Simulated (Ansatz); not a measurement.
# C3H7BF2: up Jacob's ladder to CCSD(T)

An exercise on one series of results from a longer session: the logs are not shown, and one member is left open.

Program: Ansatz 0.2.0, Gaussian basis. Level of theory: functionals in def2-TZVPP, the program's frozen cores in correlated methods. These are calculated values, not measurements.

Plan: LDA (SPW92), PBE-D4, revPBE-D4, BLYP-D4, r2SCAN-D4, B97M-V, PBE0-D4, B3LYP-D4, r2SCANh-D4, r2SCAN0-D4, HSE06-D4, BHLYP-D4, CAM-B3LYP-D4, LC-ωPBE, ωB97X-V, ωB97M-V, B2PLYP, PBE-QIDH; CCSD(T)/def2-SVP; CCSD(T)/def2-TZVPP; MP2/def2-QZVPP; extrapolation to the limit; RPA on PBE.

## Structure used throughout

An earlier PBE0-D4 in a triple-zeta def2 set relaxation fixed the geometry.

SMILES `CC(C)B(F)F`, 13 atoms, charge 0, spin multiplicity 1.

Atoms are counted from 1 here; the program's logs count them from 0.

Bond lengths: C1–C2 1.527 Å, C1–H7 1.094 Å, C1–H8 1.093 Å, C1–H9 1.091 Å, C2–C3 1.528 Å, C2–B4 1.565 Å, C2–H10 1.104 Å, C3–H11 1.093 Å, C3–H12 1.094 Å, C3–H13 1.091 Å, B4–F5 1.324 Å, B4–F6 1.324 Å. Angles: C2–C1–H7 111.0°, C2–C1–H8 110.8°, C2–C1–H9 111.9°, H7–C1–H8 107.4°, H7–C1–H9 107.5°, H8–C1–H9 108.1°, C1–C2–C3 112.1°, C1–C2–B4 113.0°, C1–C2–H10 107.4°, C3–C2–B4 112.9°, C3–C2–H10 107.4°, B4–C2–H10 103.3°, C2–C3–H11 110.8°, C2–C3–H12 111.0°, C2–C3–H13 111.9°, H11–C3–H12 107.4°, H11–C3–H13 108.1°, H12–C3–H13 107.6° and more.

Set-up of the first run:

in.yaml

```yaml
crystal:
  periodic: [false, false, false]
  atoms:
    - {symbol: C, position_ang: [-0.845220, -0.895615, -0.720071]}
    - {symbol: C, position_ang: [0.227030, 0.094081, -0.269816]}
    - {symbol: C, position_ang: [0.968051, -0.387236, 0.976200]}
    - {symbol: B, position_ang: [-0.311398, 1.556714, -0.130536]}
    - {symbol: F, position_ang: [0.271590, 2.449884, 0.653326]}
    - {symbol: F, position_ang: [-1.355290, 1.992791, -0.817724]}
    - {symbol: H, position_ang: [-1.608531, -1.024417, 0.052551]}
    - {symbol: H, position_ang: [-0.408487, -1.878474, -0.914819]}
    - {symbol: H, position_ang: [-1.349778, -0.563368, -1.628992]}
    - {symbol: H, position_ang: [0.968009, 0.171797, -1.083930]}
    - {symbol: H, position_ang: [1.427621, -1.363305, 0.800891]}
    - {symbol: H, position_ang: [0.282897, -0.495827, 1.821786]}
    - {symbol: H, position_ang: [1.754009, 0.308077, 1.276033]}
basis:
  gaussian: {orbitals: def2-TZVPP}
hamiltonian: {xc: lda}
output: {orbitals: {seedname: orbitals}}
```

Command:

```console
$ ansatz run in.yaml --threads 4 --pin off --events-out ev --progress --plain --max-ram 10444MiB
```

Among the steps run: LDA; PBE-D4 (GGA); revPBE-D4 (GGA); BLYP-D4 (GGA); r2SCAN-D4 (meta-GGA); B97M-V (meta-GGA); B3LYP-D4 (hybrid); r2SCANh-D4 (hybrid); r2SCAN0-D4 (hybrid); HSE06-D4 (hybrid); BHLYP-D4 (hybrid); CAM-B3LYP-D4 (range-separated); LC-ωPBE (range-separated); ωB97X-V (range-separated); ωB97M-V (range-separated); B2PLYP (double hybrid); PBE-QIDH (double hybrid).

One of the session's tables, all rows but one given; the rest of the session is left out.

It belongs to the step «Orbital energies across the functionals». 

| functional | HOMO (eV) | gap (eV) |
| --- | --- | --- |
| LDA (SPW92) | -7.58 | 6.42 |
| PBE-D4 | ? | ? |
| revPBE-D4 | -7.46 | 6.75 |
| BLYP-D4 | -7.45 | 6.69 |
| r2SCAN-D4 | -7.81 | 7.42 |
| B97M-V | -7.95 | 7.45 |
| PBE0-D4 | -8.96 | 9.12 |
| B3LYP-D4 | -8.79 | 8.63 |
| r2SCANh-D4 | -8.35 | 8.30 |
| r2SCAN0-D4 | -9.16 | 9.61 |
| HSE06-D4 | -8.56 | 8.33 |
| BHLYP-D4 | -10.41 | 11.40 |
| CAM-B3LYP-D4 | -10.44 | 11.54 |
| LC-ωPBE | -11.75 | 14.18 |
| ωB97X-V | -11.42 | 13.65 |
| ωB97M-V | -11.28 | 13.13 |

Estimate the missing values for PBE-D4.

As computed: HOMO (eV): -7.50; gap (eV): 6.66. In the column «HOMO (eV)» it lies between LDA (SPW92) (-7.58) and revPBE-D4 (-7.46).
